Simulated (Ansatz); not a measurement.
# Be2Ge: a single-point run

The task is a single-point run on Be2Ge. The structure is shown as the input types it. The cell is built on a prototype (antifluorite) and needn't be the phase found in nature.

Program: Ansatz 0.2.0. Level of theory: density functional or hybrid calculation with the settings of its input, plane waves. These are calculated values, not measurements.

1 further run of the same task is left out (it didn't finish).

## Step 1: Starting point

It takes space group Fm-3m (No. 225, cubic). Conventional cell: a = 5.357 Å, b = 5.357 Å, c = 5.357 Å, α = 90.00°, β = 90.00°, γ = 90.00°. Ge (site symmetry m-3m) is surrounded by 8 Be at 2.32 Å. Be (site symmetry -43m) is surrounded by 4 Ge at 2.32 Å.

As a file:

```xyz
3
Lattice="0.0000 2.6783 2.6783 2.6783 0.0000 2.6783 2.6783 2.6783 0.0000" Properties=species:S:1:pos:R:3 pbc="T T T"
Ge    0.0000    0.0000    0.0000
Be    1.3392    1.3392    1.3392
Be    4.0175    4.0175    4.0175
```

## Step 2: The run

The input, input.yaml:

```yaml
crystal:
  lattice:
    - [0.0, 2.6783040144, 2.6783040144]
    - [2.6783040144, 0.0, 2.6783040144]
    - [2.6783040144, 2.6783040144, 0.0]
  atoms:
    - { symbol: Ge, position: [0.0, 0.0, 0.0] }
    - { symbol: Be, position: [0.25, 0.25, 0.25] }
    - { symbol: Be, position: [0.75, 0.75, 0.75] }
kpoints:
  mp_grid: { grid: [4, 4, 4] }
hamiltonian:
  xc: { exchange: pbe, correlation: pbe, exx: { coeff: 1.5, omega: 0.1 } }
scf:
  occupations: { method: fermi_dirac, width: 0.02 }
  n_extra_bands: 4
output:
  forces: true
  stress: true
  eigenvalues: true
```

Launch:

```
ansatz run input.yaml --threads 4 --pin off --max-ram 3686MiB --backend cpu --events-out ev --progress --plain --runs-dir out
```

**Question.** How will this run end, and is anything wrong with its input?

Nothing was computed: the input was turned down at the start. The line that matters: «invalid value for `hamiltonian.xc.exx.coeff`: must be finite and in (0, 1]; got 1.5»

Look at the input: hamiltonian.xc.exx.coeff is 1.5. The number typed is not permitted for that setting.

Remedy: set hamiltonian.xc.exx.coeff to 0.05.
